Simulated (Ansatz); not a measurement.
# TiSb2: properties at the relaxed cell

An exercise on one series of results from a longer session: the logs are not shown, and one member is left open.

Method: DFT r2SCAN, scalar-relativistic, plane waves, PAW, in Ansatz 0.2.0.

### The system as given

It takes space group I4/mcm (No. 140, tetragonal). Conventional cell: a = 6.694 Å, b = 6.694 Å, c = 5.807 Å, α = 90.00°, β = 90.00°, γ = 90.00°. Around Ti (site symmetry 422) lie 2 Ti at 2.90 Å and 8 Sb at 2.93 Å. Sb (site symmetry m2m) has 1 Sb at 2.87 Å and 4 Ti at 2.93 Å as nearest neighbours.

Structure file:

```cif
data_structure
_symmetry_space_group_name_H-M 'P 1'
_symmetry_Int_Tables_number 1
_cell_length_a 5.5526
_cell_length_b 5.5526
_cell_length_c 5.5526
_cell_angle_alpha 105.867
_cell_angle_beta 105.867
_cell_angle_gamma 116.950
_cell_volume 130.08
loop_
_atom_site_label
_atom_site_type_symbol
_atom_site_fract_x
_atom_site_fract_y
_atom_site_fract_z
_atom_site_occupancy
Ti1 Ti 0.25000 0.25000 0.00000 1
Ti2 Ti 0.75000 0.75000 0.00000 1
Sb1 Sb 0.65178 0.15178 0.80356 1
Sb2 Sb 0.15178 0.34822 0.50000 1
Sb3 Sb 0.34822 0.84822 0.19644 1
Sb4 Sb 0.84822 0.65178 0.50000 1
```

It is the result of an earlier relaxation at this level (volume 21.68 Å³/atom; gap on the mesh: none (metal)).

Set-up of the first run:

Contents of input.yaml:

```yaml
crystal:
  lattice:
    - [-3.3129835619, 3.3129835619, 2.8739741976]
    - [3.3129835619, -3.3129835619, 2.8739741976]
    - [3.3129835619, 3.3129835619, -2.8739741976]
  atoms:
    - { symbol: Ti, position: [0.25, 0.25, 0.0] }
    - { symbol: Ti, position: [0.75, 0.75, 0.0] }
    - { symbol: Sb, position: [0.6517810981, 0.1517810981, 0.8035621963] }
    - { symbol: Sb, position: [0.1517810981, 0.3482189019, 0.5] }
    - { symbol: Sb, position: [0.3482189019, 0.8482189019, 0.1964378037] }
    - { symbol: Sb, position: [0.8482189019, 0.6517810981, 0.5] }
basis:
  ecutwfc: 500
kpoints:
  mp_grid: { grid: [8, 8, 8] }
hamiltonian:
  xc: r2scan
scf:
  occupations: { method: gaussian, width: 0.1 }
output:
  forces: true
  stress: true
  eigenvalues: true
relax:
  adjacent_minimum: "off"
  f_tol: 0.01
  max_steps: 30
  cell: { stress_tol: 0.1, fix: [volume] }
```

On the command line:

```sh
$ ansatz run input.yaml --threads 1 --pin off --max-ram 2560MiB --backend cpu --events-out ev --progress --plain --runs-dir out
```

Steps of the session up to this table: Point at V/V0 = 0.97; Point at V/V0 = 1.03; Volume × 0.94; Point at V/V0 = 1.06; The cell scaled to 0.91 of its volume; Point at V/V0 = 1.10; The cell scaled to 0.88 of its volume.

One of the session's tables, all rows but one given; the rest of the session is left out.

It belongs to the step «Fit of the equation of state». 

| volume (Å³/atom) | energy above the lowest point (meV/atom) | pressure (GPa) |
| --- | --- | --- |
| 19.078 | 114.8 | 15.87 |
| 19.729 | 60.9 | 10.88 |
| 20.379 | 25.6 | 6.65 |
| 21.030 | 6.1 | 3.07 |
| 21.680 | 0.0 | 0.02 |
| 22.330 | ? | ? |
| 22.981 | 20.2 | -4.74 |
| 23.848 | 52.7 | -7.14 |

Q: Estimate the row for volume (Å³/atom) = 22.330 from the others.

Worked estimate for «energy above the lowest point (meV/atom)». A straight line through the neighbours (21.680, 0.0) and (22.981, 20.2) gives 0.0 + (20.2 − 0.0) × (22.330 − 21.680) / (22.981 − 21.680) = 10.1; a parabola fitted to 4 rows on both sides gives 5.4.

The run gave: energy above the lowest point (meV/atom): 5.3; pressure (GPa): -2.56. In «energy above the lowest point (meV/atom)» the line misses by +4.8 and the parabola by +0.1.
